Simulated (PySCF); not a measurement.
# C₃H₅FOSi: electronic excitations and core binding energies

What electronic excitations and core binding energies should C₃H₅FOSi (`O=C/C=C(\F)[SiH3]`) show?

Programs: PySCF 2.14.0, with density-fitted response routines of our own. Each step states its level of theory. These are calculated values for one molecule in the gas phase, unless marked as measured. Atoms count from 0, in the outputs and in this text.

### Step 1. The starting structure

11 atoms, charge 0, multiplicity 1; geometry from: GFN2-xTB.

Bonds of the start (Å): O0–C1 1.21, C1–C2 1.46, C2–C3 1.34, C3–F4 1.35, C3–Si5 1.90, C1–H6 1.11, C2–H7 1.08, Si5–H8 1.46, Si5–H9 1.46, Si5–H10 1.46.

### Step 2. TDDFT and polarisability: wB97X-D/def2-SVPD

Job settings and geometry (Å):

```
{"job": {"kind": "uv", "xc": "wB97X-D", "basis": "def2-SVPD", "nstates": 8, "ntriplets": 3}, "charge": 0, "multiplicity": 1}
O      3.196366     0.369962    -0.744697
C      2.268507    -0.048312    -0.099245
C      0.865749     0.237032    -0.391450
C     -0.167218    -0.224772     0.320957
F      0.082153    -1.011357     1.389157
Si    -2.024355     0.080739     0.032679
H      2.427234    -0.695098     0.782849
H      0.663533     0.865867    -1.244714
H     -2.131312     0.936236    -1.144576
H     -2.638447    -1.229924    -0.168420
H     -2.536786     0.722298     1.241497
```

With the program's defaults for keys left out, this is: TDDFT wB97X-D/def2-SVPD, vertical, gas phase, core orbitals frozen in the response.

Run with:

```console
$ OMP_NUM_THREADS=1 python probes_run.py task.json out
```

The driver reads the jobs from task.json and runs them one after another.

**Question.** This job is followed by: delta-SCF UKS SCAN, pcX-2 on the ionised atom, pcseg-1 elsewhere, spin-free X2C. What will the session give for the following? lowest singlet (wB97X-D/def2-SVPD); brightest single state of those computed; lowest triplet; C1s binding energies, SCAN/pcX-2 (standing for 2 of 3 atoms); O1s binding energies, SCAN/pcX-2; F1s binding energies, SCAN/pcX-2; Si1s binding energies, SCAN/pcX-2; Si2p binding energies, SCAN/pcX-2.

As calculated:

| quantity | value |
| --- | --- |
| lowest singlet (wB97X-D/def2-SVPD) | 3.64 eV (341 nm), f = 0.001 |
| brightest single state of those computed | state 2, 5.84 eV, f = 0.544 |
| lowest triplet | 3.14 eV |
| C1s binding energies, SCAN/pcX-2 (standing for 2 of 3 atoms) | C1 293.32, C2 290.97 eV |
| O1s binding energies, SCAN/pcX-2 | O0 537.55 eV |
| F1s binding energies, SCAN/pcX-2 | F4 693.37 eV |
| Si1s binding energies, SCAN/pcX-2 | Si5 1847.27 eV |
| Si2p binding energies, SCAN/pcX-2 | Si5 107.77 eV |

**Reading.** The first singlet state (HOMO→LUMO 0.93) lies at 3.64 eV and is dark; of the 8 states computed, the strongest absorption comes from state 2 at 5.84 eV. The lowest triplet lies 0.50 eV below the lowest singlet (triplets in Tamm-Dancoff, singlets in full TDDFT). C1 (aldehyde carbonyl carbon) binds its C1s electron 2.35 eV more tightly than C2 (α carbon of a C=C–C=O unit). Only 2 of the 3 C atoms are covered by sound results.
